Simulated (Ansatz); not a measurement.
# MgCdSe2: the cost of one run

Computed with Ansatz 0.2.0 (DFT PBE, scalar-relativistic, plane waves, PAW, unless a step's input says otherwise).

## (1) Starting point

It takes space group P-3m1 (No. 164, trigonal). The conventional cell has a = 3.767 Å, b = 3.767 Å, c = 7.098 Å, α = 90.00°, β = 90.00°, γ = 120.00°. Around Mg (site symmetry -3m) lie 6 Se at 3.03 Å. Around Cd (site symmetry -3m) lie 6 Se at 2.61 Å. Se (site symmetry 3m) is surrounded by 3 Cd at 2.61 Å and 3 Mg at 3.03 Å.

As a file:

```
Mg Cd Se
1.0
     3.76695    0.00000    0.00000
    -1.88347    3.26227    0.00000
     0.00000    0.00000    7.09838
Mg Cd Se
1 1 2
Cartesian
  0.0000 0.0000 3.5492
  0.0000 0.0000 0.0000
  1.8835 1.0874 5.6642
  0.0000 2.1748 1.4342
```

A structure generator made this guess: species swapped into a database cell of NaVS2 (P-3m1, No. 164), with Mg on the Na sites, Cd on the V sites and Se on the S sites. Its size is a rough estimate.

## (2) A first look at the guess

Input file input.yaml:

```yaml
crystal:
  lattice:
    - [3.76694758, 0.0, 0.0]
    - [-1.88347379, 3.2622723, 0.0]
    - [0.0, 0.0, 7.0983787]
  atoms:
    - { symbol: Mg, position: [0.0, 0.0, 0.5] }
    - { symbol: Cd, position: [0.0, 0.0, 0.0] }
    - { symbol: Se, position: [0.66666667, 0.33333333, 0.79795802] }
    - { symbol: Se, position: [0.33333333, 0.66666667, 0.20204198] }
basis:
  ecutwfc: 420
kpoints:
  mp_grid: { grid: [6, 6, 4] }
hamiltonian:
  xc: pbe
scf:
  occupations: { method: gaussian, width: 0.1 }
  lower_state_search: "off"
output:
  forces: true
  stress: true
  eigenvalues: true
```

The run is started by

```console
$ ansatz run input.yaml --threads 1 --pin off --max-ram 2560MiB --backend cpu --events-out ev --progress --plain --runs-dir out
```

What time and memory should one allow on 1 thread of Arm Neoverse V1, shared host?

About 3.8 s, with a peak of 0.38 GiB.
